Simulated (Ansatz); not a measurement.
# CH5BGeO: up Jacob's ladder to CCSD(T)

Aim: compute CH5BGeO with functionals from several rungs and with coupled cluster. The yardstick is the atomisation energy at the CCSD(T) limit.

The runs use Ansatz 0.2.0, Gaussian basis; functionals in def2-TZVPP, the program's frozen cores in correlated methods.

The runs, in order: LDA (SPW92), PBE-D4, revPBE-D4, BLYP-D4, r2SCAN-D4, B97M-V, PBE0-D4, B3LYP-D4, r2SCANh-D4, r2SCAN0-D4, HSE06-D4, BHLYP-D4, CAM-B3LYP-D4, LC-ωPBE, ωB97X-V, ωB97M-V, B2PLYP, PBE-QIDH; CCSD(T)/def2-SVP; CCSD(T)/def2-TZVPP; MP2/def2-QZVPP; extrapolation to the limit; RPA on PBE.

## (1) The relaxed structure

An earlier PBE0-D4 in a triple-zeta def2 set relaxation fixed the geometry.

SMILES `C[B]1[O][GeH2]1`, 9 atoms, charge 0, spin multiplicity 1.

Atoms are counted from 1 here; the program's logs count them from 0.

Bond lengths: C1–B2 1.545 Å, C1–H5 1.093 Å, C1–H6 1.093 Å, C1–H7 1.093 Å, B2–O3 1.299 Å, B2–Ge4 2.033 Å, O3–Ge4 1.986 Å, Ge4–H8 1.541 Å, Ge4–H9 1.541 Å. Angles: B2–C1–H5 110.2°, B2–C1–H6 111.5°, B2–C1–H7 110.2°, H5–C1–H6 109.1°, H5–C1–H7 106.7°, H6–C1–H7 109.1°, C1–B2–O3 141.3°, C1–B2–Ge4 149.5°, O3–B2–Ge4 69.2°, B2–O3–Ge4 73.1°, B2–Ge4–O3 37.7°, B2–Ge4–H8 120.8°, B2–Ge4–H9 120.8°, O3–Ge4–H8 103.0°, O3–Ge4–H9 103.0°, H8–Ge4–H9 107.6°.

## (2) LDA

This LDA is Slater exchange with PW92 correlation.

in.yaml reads:

```yaml
crystal:
  periodic: [false, false, false]
  atoms:
    - {symbol: C, position_ang: [-0.090933, 1.263902, -1.051430]}
    - {symbol: B, position_ang: [0.234592, 0.052924, -0.148327]}
    - {symbol: O, position_ang: [1.201005, -0.764838, 0.141977]}
    - {symbol: Ge, position_ang: [-0.353925, -1.289791, 1.259894]}
    - {symbol: H, position_ang: [-0.392484, 2.119214, -0.440982]}
    - {symbol: H, position_ang: [0.768045, 1.547753, -1.664312]}
    - {symbol: H, position_ang: [-0.935167, 1.030625, -1.705566]}
    - {symbol: H, position_ang: [-0.555048, -2.774878, 0.899440]}
    - {symbol: H, position_ang: [0.212516, -1.231013, 2.692205]}
basis:
  gaussian: {orbitals: def2-TZVPP}
hamiltonian: {xc: lda}
output: {orbitals: {seedname: orbitals}}
```

On the command line:

```
> ansatz run in.yaml --threads 2 --pin off --events-out ev --progress --plain --max-ram 4352MiB
```

After this run come: PBE-D4 (GGA); revPBE-D4 (GGA); BLYP-D4 (GGA); r2SCAN-D4 (meta-GGA); B97M-V (meta-GGA); PBE0-D4 (hybrid); B3LYP-D4 (hybrid); r2SCANh-D4 (hybrid); r2SCAN0-D4 (hybrid); HSE06-D4 (hybrid); BHLYP-D4 (hybrid); CAM-B3LYP-D4 (range-separated); LC-ωPBE (range-separated); ωB97X-V (range-separated); ωB97M-V (range-separated); B2PLYP (double hybrid); PBE-QIDH (double hybrid); CCSD(T) in def2-SVP; CCSD(T) in def2-TZVPP; MP2 in def2-QZVPP; RPA on PBE orbitals.

Q: Predict the results of all the runs planned. Wanted: atomisation energy, CCSD(T)/CBS; farthest beyond LDA; mean size of error, GGA; mean size of error, meta-GGA; mean size of error, hybrid; mean size of error, range-separated; mean size of error, double hybrid; gap, smallest and largest; T1 diagnostic.

The runs gave:

| quantity | value |
| --- | --- |
| atomisation energy, CCSD(T)/CBS | 3272.5 kJ/mol |
| functionals within 32.7 kJ/mol (1.0 %) | revPBE-D4, BLYP-D4, PBE0-D4, B3LYP-D4, r2SCANh-D4, r2SCAN0-D4, HSE06-D4, CAM-B3LYP-D4, LC-ωPBE, ωB97X-V, ωB97M-V, B2PLYP, PBE-QIDH |
| farthest beyond LDA | BHLYP-D4 (-104.2 kJ/mol) |
| mean size of error, GGA | 28.8 kJ/mol |
| mean size of error, meta-GGA | 36.1 kJ/mol |
| mean size of error, hybrid | 25.1 kJ/mol |
| mean size of error, range-separated | 7.7 kJ/mol |
| mean size of error, double hybrid | 21.6 kJ/mol |
| gap, smallest and largest | 3.80 eV (LDA (SPW92)), 10.29 eV (LC-ωPBE) |
| T1 diagnostic | 0.0152 |
| triples share of the correlation energy | 4.1 % |

The LDA atomisation energy is off by 486.7 kJ/mol (15 %): it overbinds. PBE-D4 is off by +69.5 kJ/mol. Double hybrids carry the basis error of their MP2 part in triple zeta, and no dispersion term here, so their miss is partly the set-up's. The rungs range-separated, double hybrid, hybrid, GGA miss on average by less than the doubt on the reference (32.7 kJ/mol), so they tie. Misses under about 32.7 kJ/mol are within the doubt on the reference itself, which lacks core-valence correlation, relativity and higher excitations, and its outer-core shells are covered unevenly. Hartree-Fock recovers 73 % of the binding; the rest is correlation. CCSD(T) in def2-SVP is off by -162.0 kJ/mol, worse than the median functional, from the basis alone. The gap grows from 3.8 to 10.3 eV across the functionals, mostly with the share of exact exchange. Correlated methods include outer-core shells of Ge, which these sets cover unevenly.
